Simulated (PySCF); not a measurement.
# Cl2H2SSi: the cost of one run

Computed with PySCF 2.14.0; each step states its level. No surroundings beyond the atoms listed, unless a continuum is named. Atoms count from 0, parts from 1.

## Step 1: The system as given

Each species was relaxed by itself at PBE0-D3(BJ)/def2-SVPD.

## Step 2: Energies of the species: wB97M-D3(BJ)/def2-TZVPD

Job settings and geometry (Å):

```
{"job": {"kind": "react", "xc": "wB97M-D3(BJ)", "basis": "def2-TZVPD"}, "charge": 0, "multiplicity": 1}
-1 Cl2H2SSi charge 0 multiplicity 1
S     -1.287200    -1.215750     0.206870
Si     0.326010     0.152500    -0.007460
Cl    -0.350390     2.082620    -0.295860
Cl     1.378160     0.043800     1.758250
H     -1.822490    -0.893600    -0.994860
H      1.235090    -0.159920    -1.131700

-1 BrH charge 0 multiplicity 1
Br     0.714970     0.007700    -0.001160
H     -0.708720    -0.004500     0.000220

+1 BrCl2HSi charge 0 multiplicity 1
Cl    -0.968920    -1.644530    -0.704130
Si    -0.038260    -0.006150     0.114050
Cl    -0.896690     1.697200    -0.648360
Br     2.104630    -0.043800    -0.394640
H     -0.209450    -0.026460     1.579910

+1 H2S charge 0 multiplicity 1
S     -0.007280     0.615420     0.001380
H     -0.981140    -0.319480     0.001880
H      0.968620    -0.317310    -0.005770
```

With the program's defaults for keys left out, this is: wB97M-D3(BJ)/def2-TZVPD reaction energy of separated species, gas phase.

Command:

```sh
$ OMP_NUM_THREADS=1 python cluster_run.py task.json out
```

One launch serves the whole session: the jobs run in the order shown.

**Question.** How long does this first job take on 1 thread of Arm Neoverse V2, shared host, and how much memory does it need?

About 22 s, with a peak of 0.72 GiB.
